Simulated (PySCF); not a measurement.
**AlNH3OF (SMILES [NH2][Al]([OH])[F]) at 6 levels**

Wanted: a comparison of 6 runs (HF/3-21G, HF/def2-SVP, BP86/6-31G, B3LYP/6-31G*, TPSS/6-311+G**, CCSD/6-31G**) of AlNH3OF. 

The results are computed with PySCF 2.14.0.

**1. Starting point**

AlNH3OF: 7 atoms, total charge 0, spin state singlet. As SMILES, `[NH2][Al]([OH])[F]`. The coordinates come from a PBE0-D4/def2-TZVP relaxation. This is one conformer, not always the lowest.

Bond lengths: N1–Al2 1.755 Å, Al2–O3 1.685 Å, Al2–F4 1.644 Å, N1–H5 1.006 Å, N1–H6 1.006 Å, O3–H7 0.954 Å. Angles: N1–Al2–O3 124.9°, N1–Al2–F4 118.1°, O3–Al2–F4 117.0°, Al2–N1–H5 123.7°, Al2–N1–H6 125.7°, Al2–O3–H7 124.9°, H5–N1–H6 110.6°.

**2. Energy and gradient at HF/3-21G (run 1)**

The input, run.py:

```python
from pyscf import gto, scf

mol = gto.Mole()
mol.atom = [
    ('N', (-0.569800, 0.926800, -0.530800)),
    ('Al', (-0.133300, -0.630000, 0.151800)),
    ('O', (1.368400, -1.004200, 0.819000)),
    ('F', (-1.265600, -1.822100, 0.146500)),
    ('H', (-1.473200, 1.130200, -0.925100)),
    ('H', (0.029600, 1.732300, -0.586700)),
    ('H', (2.105200, -0.401000, 0.879500)),
]
mol.charge = 0
mol.verbose = 4
mol.max_memory = 1860
mol.spin = 0
mol.basis = '3-21g'
mol.build()

mf = scf.RHF(mol)
mf.conv_tol = 1e-10
mf.kernel()
if not mf.converged:
    mf = mf.newton().run(mf.mo_coeff, mf.mo_occ)

energy = mf.e_tot
print('E(%s) = %.9f' % ('HF', energy))
grad = mf.nuc_grad_method().kernel()
mf.analyze()
```

Command:

```sh
OMP_NUM_THREADS=1 python run.py
```

Standard output:

```text
PySCF version 2.14.0

[... 78 lines left out ...]
Nuclear Repulsion Energy =             160.681135597437191
[... 6 lines left out ...]
MO #1   energy= -58.0804498131286  occ= 2
[... 4 lines left out ...]
MO #6   energy= -3.19142637739386  occ= 2
[... 4 lines left out ...]
MO #11  energy= -1.10561118177957  occ= 2
[... 4 lines left out ...]
MO #16  energy= -0.576006452938033 occ= 2
[... 4 lines left out ...]
MO #21  energy= 0.125291126455553  occ= 0
[... 4 lines left out ...]
MO #26  energy= 0.347809685871083  occ= 0
[... 4 lines left out ...]
MO #31  energy= 0.612220648190928  occ= 0
[... 4 lines left out ...]
MO #36  energy= 1.62006509735821   occ= 0
[... 4 lines left out ...]
MO #41  energy= 2.31565907765586   occ= 0
[... 4 lines left out ...]
MO #46  energy= 3.80600370314598   occ= 0
[... 17 lines left out ...]
pop of  1 Al 2pz          1.99986
pop of  1 Al 3px          0.34891
pop of  1 Al 3py          0.40837
pop of  1 Al 3pz          0.37936
pop of  1 Al 4px          0.01451
pop of  1 Al 4py          0.01370
pop of  1 Al 4pz          0.00233
pop of  2 O 1s            1.99984
pop of  2 O 2s            1.61468
pop of  2 O 3s            0.00284
pop of  2 O 2px           1.51603
pop of  2 O 2py           1.72047
pop of  2 O 2pz           1.86187
pop of  2 O 3px           0.00181
pop of  2 O 3py           0.00263
pop of  2 O 3pz           0.00350
pop of  3 F 1s            1.99989
pop of  3 F 2s            1.82474
pop of  3 F 3s            0.00233
pop of  3 F 2px           1.88289
pop of  3 F 2py           1.87916
pop of  3 F 2pz           1.92051
pop of  3 F 3px           0.00164
pop of  3 F 3py           0.00165
pop of  3 F 3pz           0.00100
pop of  4 H 1s            0.77572
pop of  4 H 2s            0.00984
pop of  5 H 1s            0.78414
pop of  5 H 2s            0.00964
pop of  6 H 1s            0.68979
pop of  6 H 2s            0.01010
 ** Mulliken atomic charges  **
charge of    0N =     -0.74388
charge of    1Al =      1.26059
charge of    2O =     -0.72366
charge of    3F =     -0.51382
charge of    4H =      0.21444
charge of    5H =      0.20623
charge of    6H =      0.30011
Dipole moment(X, Y, Z, Debye):  1.32812,  3.89726, -0.84088
```

Run time: 1.9 s. Hardware: 1 thread of Intel Xeon at 2.70GHz, shared host; peak memory 0.12 GiB.

**3. Energy and gradient at HF/def2-SVP (run 2)**

The input, input.py:

```python
# [NH2][Al]([OH])[F]
from pyscf import gto

mol = gto.Mole()
mol.atom = [
    ('N', (-0.569800, 0.926800, -0.530800)),
    ('Al', (-0.133300, -0.630000, 0.151800)),
    ('O', (1.368400, -1.004200, 0.819000)),
    ('F', (-1.265600, -1.822100, 0.146500)),
    ('H', (-1.473200, 1.130200, -0.925100)),
    ('H', (0.029600, 1.732300, -0.586700)),
    ('H', (2.105200, -0.401000, 0.879500)),
]
mol.basis = 'def2-svp'
mol.max_memory = 1860
mol.verbose = 4
mol.build()

myscf = mol.RHF()
myscf.conv_tol = 1e-10
myscf.kernel()
if not myscf.converged:
    myscf = myscf.newton().run(myscf.mo_coeff, myscf.mo_occ)

e_tot = myscf.e_tot
print(f'total energy: {e_tot:.8f} hartree')
grad = myscf.nuc_grad_method().kernel()
dip = myscf.dip_moment()
pop, q = myscf.mulliken_pop()
```

Command:

```sh
OMP_NUM_THREADS=1 python input.py
```

Standard output:

```text
PySCF version 2.14.0

[... 63 lines left out ...]
converged SCF energy = -472.330048128693
total energy: -472.33004813 hartree
[... 13 lines left out ...]
Dipole moment(X, Y, Z, Debye):  1.25828,  3.47791, -0.72379
[... 44 lines left out ...]
pop of  2 O 3dz^2         0.00134
pop of  2 O 3dxz          0.00046
pop of  2 O 3dx2-y2       0.00055
pop of  3 F 1s            1.99146
pop of  3 F 2s            1.10379
pop of  3 F 3s            0.84105
pop of  3 F 2px           1.10731
pop of  3 F 2py           1.10669
pop of  3 F 2pz           1.12651
pop of  3 F 3px           0.74286
pop of  3 F 3py           0.74023
pop of  3 F 3pz           0.78635
pop of  3 F 3dxy          0.00132
pop of  3 F 3dyz          0.00050
pop of  3 F 3dz^2         0.00043
pop of  3 F 3dxz          0.00043
pop of  3 F 3dx2-y2       0.00090
pop of  4 H 1s            0.70252
pop of  4 H 2s            0.09790
pop of  4 H 2px           0.02495
pop of  4 H 2py           0.00963
pop of  4 H 2pz           0.01438
pop of  5 H 1s            0.70759
pop of  5 H 2s            0.10186
pop of  5 H 2px           0.01658
pop of  5 H 2py           0.02055
pop of  5 H 2pz           0.01189
pop of  6 H 1s            0.66799
pop of  6 H 2s            0.05003
pop of  6 H 2px           0.03017
pop of  6 H 2py           0.02618
pop of  6 H 2pz           0.01675
 ** Mulliken atomic charges  **
charge of    0N =     -0.62432
charge of    1Al =      1.30208
charge of    2O =     -0.62894
charge of    3F =     -0.54984
charge of    4H =      0.15062
charge of    5H =      0.14154
charge of    6H =      0.20886
```

Run time: 5.4 s. Hardware: 1 thread of Intel Xeon at 2.70GHz, shared host; peak memory 0.15 GiB.

Runs 3 to 4 aren't shown in full; the table further down has their settings and results.

**4. Energy and forces at TPSS/6-311+G(d,p) (run 5)**

The input, geometry.xyz:

```xyz
7

N     -0.569800     0.926800    -0.530800
Al    -0.133300    -0.630000     0.151800
O      1.368400    -1.004200     0.819000
F     -1.265600    -1.822100     0.146500
H     -1.473200     1.130200    -0.925100
H      0.029600     1.732300    -0.586700
H      2.105200    -0.401000     0.879500
```

The input, job.py:

```python
from pyscf import gto, dft

molecule = gto.M(
    atom='geometry.xyz',
    verbose=3,
    max_memory=1860,
    basis='6-311+g**',
)

myscf = dft.RKS(molecule)
myscf.xc = 'tpss'
myscf.conv_tol = 1e-10
myscf.grids.level = 5
myscf.kernel()
if not myscf.converged:
    myscf = myscf.newton().run(myscf.mo_coeff, myscf.mo_occ)

etot = myscf.e_tot
print(f'total energy: {etot:.8f} hartree')
grad = myscf.nuc_grad_method().kernel()
myscf.analyze()
```

Command:

```sh
OMP_NUM_THREADS=1 python job.py
```

Standard output:

```text
converged SCF energy = -474.339174992878
[... 15 lines left out ...]
MO #4   energy= -14.082355526744   occ= 2
[... 9 lines left out ...]
MO #14  energy= -0.407105546902921 occ= 2
[... 9 lines left out ...]
MO #24  energy= 0.00992387444669325 occ= 0
[... 9 lines left out ...]
MO #34  energy= 0.177193413938536  occ= 0
[... 9 lines left out ...]
MO #44  energy= 0.333533809678286  occ= 0
[... 9 lines left out ...]
MO #54  energy= 0.742076686873949  occ= 0
[... 9 lines left out ...]
MO #64  energy= 1.06230089965355   occ= 0
[... 9 lines left out ...]
MO #74  energy= 1.68303899217301   occ= 0
[... 9 lines left out ...]
MO #84  energy= 2.7095036766114    occ= 0
[... 9 lines left out ...]
MO #94  energy= 3.78888017899039   occ= 0
[... 9 lines left out ...]
MO #104 energy= 5.48422254649837   occ= 0
[... 9 lines left out ...]
MO #114 energy= 120.44199659208    occ= 0
[... 8 lines left out ...]
Dipole moment(X, Y, Z, Debye):  1.16946,  3.24950, -0.67827
```

Run time: 71 s. Hardware: 1 thread of Intel Xeon at 2.70GHz, shared host; peak memory 1.2 GiB.

**5. A single-point energy at CCSD/6-31G(d,p) (spherical functions) (run 6)**

The input, calc.py:

```python
# [NH2][Al]([OH])[F]
from pyscf import gto, scf, cc

molecule = gto.M(
    atom='''
N       -0.569800       0.926800      -0.530800
Al      -0.133300      -0.630000       0.151800
O        1.368400      -1.004200       0.819000
F       -1.265600      -1.822100       0.146500
H       -1.473200       1.130200      -0.925100
H        0.029600       1.732300      -0.586700
H        2.105200      -0.401000       0.879500
''',
    basis='6-31g**',
    max_memory=1860,
    charge=0,
    verbose=3,
)

mf = scf.RHF(molecule)
mf.conv_tol = 1e-10
mf.kernel()
if not mf.converged:
    mf = mf.newton().run(mf.mo_coeff, mf.mo_occ)

mycc = cc.CCSD(mf, frozen=8)
mycc.kernel()
energy = mycc.e_tot
print('Final energy', energy)
mf.analyze()
```

Command:

```sh
OMP_NUM_THREADS=1 python calc.py
```

Standard output:

```text
converged SCF energy = -472.576647755332
E(CCSD) = -473.1778307462903  E_corr = -0.6011829909581485
Final energy -473.1778307462903
**** MO energy ****
MO #1   energy= -58.4686397197224  occ= 2
MO #2   energy= -26.2347215205451  occ= 2
MO #3   energy= -20.5422679218474  occ= 2
MO #4   energy= -15.5358533145458  occ= 2
MO #5   energy= -4.89428439799076  occ= 2
MO #6   energy= -3.21080959111135  occ= 2
MO #7   energy= -3.20927610235899  occ= 2
MO #8   energy= -3.20860627762638  occ= 2
MO #9   energy= -1.51700994007363  occ= 2
MO #10  energy= -1.30372174839469  occ= 2
MO #11  energy= -1.11370359730594  occ= 2
MO #12  energy= -0.691454847572147 occ= 2
MO #13  energy= -0.651256883490705 occ= 2
MO #14  energy= -0.637421674555251 occ= 2
MO #15  energy= -0.602598378449753 occ= 2
MO #16  energy= -0.602563957265919 occ= 2
MO #17  energy= -0.571204986329759 occ= 2
MO #18  energy= -0.511128420666293 occ= 2
MO #19  energy= -0.499420826143178 occ= 2
MO #20  energy= -0.408046455465337 occ= 2
MO #21  energy= 0.102276646578266  occ= 0
MO #22  energy= 0.13292551799434   occ= 0
MO #23  energy= 0.173500068079501  occ= 0
MO #24  energy= 0.188362677009221  occ= 0
MO #25  energy= 0.293599562901557  occ= 0
MO #26  energy= 0.297746193682631  occ= 0
MO #27  energy= 0.310013860717662  occ= 0
MO #28  energy= 0.340407709628765  occ= 0
MO #29  energy= 0.392854879599499  occ= 0
MO #30  energy= 0.522259894219379  occ= 0
MO #31  energy= 0.552554384263861  occ= 0
MO #32  energy= 0.737198810679693  occ= 0
MO #33  energy= 0.74418333908619   occ= 0
MO #34  energy= 0.894377006913266  occ= 0
MO #35  energy= 0.911565937948817  occ= 0
MO #36  energy= 1.00711536653631   occ= 0
MO #37  energy= 1.0174967552228    occ= 0
MO #38  energy= 1.09744007384217   occ= 0
MO #39  energy= 1.13917685744929   occ= 0
MO #40  energy= 1.18258465653626   occ= 0
MO #41  energy= 1.22694252878055   occ= 0
MO #42  energy= 1.26206229542465   occ= 0
MO #43  energy= 1.26343894014741   occ= 0
MO #44  energy= 1.37291627416528   occ= 0
MO #45  energy= 1.44158045443941   occ= 0
MO #46  energy= 1.48808276548129   occ= 0
MO #47  energy= 1.63607622688542   occ= 0
MO #48  energy= 1.68868769366599   occ= 0
MO #49  energy= 1.70218775191566   occ= 0
MO #50  energy= 1.75558830272354   occ= 0
MO #51  energy= 1.77261173377691   occ= 0
MO #52  energy= 1.89601881999848   occ= 0
MO #53  energy= 2.04156118884084   occ= 0
MO #54  energy= 2.06362928065563   occ= 0
MO #55  energy= 2.11770367677571   occ= 0
MO #56  energy= 2.15984762773505   occ= 0
MO #57  energy= 2.17921145390832   occ= 0
MO #58  energy= 2.26573099491276   occ= 0
MO #59  energy= 2.35301601528034   occ= 0
MO #60  energy= 2.36622907109195   occ= 0
MO #61  energy= 2.42888592200853   occ= 0
MO #62  energy= 2.50840923575327   occ= 0
MO #63  energy= 2.57011056467459   occ= 0
MO #64  energy= 2.70734675358421   occ= 0
MO #65  energy= 2.79038229090519   occ= 0
MO #66  energy= 2.82911745355059   occ= 0
MO #67  energy= 2.86191115466974   occ= 0
MO #68  energy= 2.94419924828122   occ= 0
MO #69  energy= 2.96074433769781   occ= 0
MO #70  energy= 2.9869509428581    occ= 0
MO #71  energy= 3.12140540449368   occ= 0
MO #72  energy= 3.29006501232044   occ= 0
MO #73  energy= 3.70225280703332   occ= 0
MO #74  energy= 3.84263696329844   occ= 0
MO #75  energy= 3.85152510510232   occ= 0
 ** Mulliken atomic charges  **
charge of    0N =     -0.78612
charge of    1Al =      1.37660
charge of    2O =     -0.81256
charge of    3F =     -0.57166
charge of    4H =      0.22921
charge of    5H =      0.22272
charge of    6H =      0.34181
Dipole moment(X, Y, Z, Debye):  1.19166,  3.42154, -0.72878
```

It took 8.4 s on 1 thread of Intel Xeon at 2.70GHz, shared host; peak memory 0.28 GiB.

**6. The series**

| run | level | integration grid | task | energy (Eh) | dipole moment (D) of the reference | HOMO energy (eV) | LUMO energy (eV) | wall time |
| --- | --- | --- | --- | --- | --- | --- | --- | --- |
| 1 | HF/3-21G | – | gradient | -470.010314 | 4.20 | -10.92 | 3.41 | 1.9 s |
| 2 | HF/def2-SVP | – | gradient | -472.330048 | 3.77 | -11.20 | 2.64 | 5.4 s |
| 3 | BP86/6-31G | 5 | gradient | -474.123488 | 4.20 | -6.10 | -1.17 | 15 s |
| 4 | B3LYP/6-31G* (spherical functions) | 5 | gradient | -474.202511 | 3.52 | -7.03 | -0.41 | 24 s |
| 5 | TPSS/6-311+G** | 5 | gradient | -474.339175 | 3.52 | -6.46 | -1.45 | 71 s |
| 6 | CCSD/6-31G** (spherical functions) | – | energy | -473.177831 | 3.70 | -11.10 | 2.78 | 8.4 s |

**7. Summary of results**

| quantity | value |
| --- | --- |
| run 6: total energy | -473.17783 Eh |
| run 6: dipole moment (Hartree–Fock density) | 3.70 D |
| run 6: HOMO energy (Hartree–Fock orbitals) | -11.10 eV |
| run 6: LUMO energy (Hartree–Fock orbitals) | 2.78 eV |
| run 6: HOMO–LUMO gap (Hartree–Fock orbitals) | 13.89 eV |
| run 6: correlation energy (8 core orbitals frozen) | -601.2 mEh |
| run 6: T1 diagnostic | 0.013 |

Over runs 1, 2, 3, 4, 5 the dipole moment (its size) runs from 3.52 D (B3LYP/6-31G*) to 4.20 D (HF/3-21G). The two ends differ in method and basis. Over runs 1, 2, 3, 4, 5 the HOMO–LUMO gap runs from 4.93 eV (BP86/6-31G) to 14.33 eV (HF/3-21G). Totals of different functionals can't be ranked against each other. All runs together took 2.1 min, the longest 71 s.
